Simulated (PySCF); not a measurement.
**C4H6AlF: electronic excitations**

What electronic excitations should C4H6AlF (`FC1=CC[C@@H]1[AlH2]`) show?

The runs use PySCF 2.14.0, with density-fitted response routines of our own; the level of theory stands in each step. All values are computed, except where a source is named. Atoms count from 0, in the outputs and in this text.

### 1 The starting structure

12 atoms, charge 0, multiplicity 1; geometry from: GFN2-xTB.

Bonds of the start (Å): F0–C1 1.34, C1–C2 1.33, C2–C3 1.50, C3–C4 1.57, C4–Al5 2.00, C4–C1 1.50, C2–H6 1.07, C3–H7 1.10, C3–H8 1.09, C4–H9 1.09, Al5–H10 1.55, Al5–H11 1.55.

### 2 Ultraviolet spectrum: PBE0/def2-SVPD

Job settings and geometry (Å):

```
{"job": {"kind": "uv", "xc": "PBE0", "basis": "def2-SVPD", "nstates": 8, "ntriplets": 3}, "charge": 0, "multiplicity": 1}
F      0.476788     2.270516    -0.585010
C     -0.163332     1.141920    -0.232978
C     -0.970129     0.816378     0.772621
C     -1.110975    -0.594924     0.269903
C     -0.100099    -0.214817    -0.868873
Al     1.738875    -0.686488    -0.224837
H     -1.387691     1.331669     1.616393
H     -0.745526    -1.356371     0.968668
H     -2.103633    -0.866283    -0.080869
H     -0.504290    -0.263066    -1.883019
H      3.009046    -0.823909    -1.093713
H      1.862163    -0.755310     1.315685
```

Method: TDDFT PBE0/def2-SVPD, vertical, gas phase, core orbitals frozen in the response.

Command:

```
OMP_NUM_THREADS=1 python probes_run.py task.json out
```

This one command runs all jobs of the session in turn.

Predict these results of the whole session: lowest singlet (PBE0/def2-SVPD); brightest single state of those computed; lowest triplet.

As calculated:

```
                                quantity                        value
         lowest singlet (PBE0/def2-SVPD)  4.39 eV (283 nm), f = 0.038
brightest single state of those computed  state 5, 6.61 eV, f = 0.122
                          lowest triplet                      3.80 eV
```

In words: The lowest singlet, at 4.39 eV, is HOMO→LUMO 0.96 and is weak; of the 8 states computed, the strongest absorption comes from state 5 at 6.61 eV. The lowest triplet lies 0.59 eV below the lowest singlet (triplets in Tamm-Dancoff, singlets in full TDDFT).
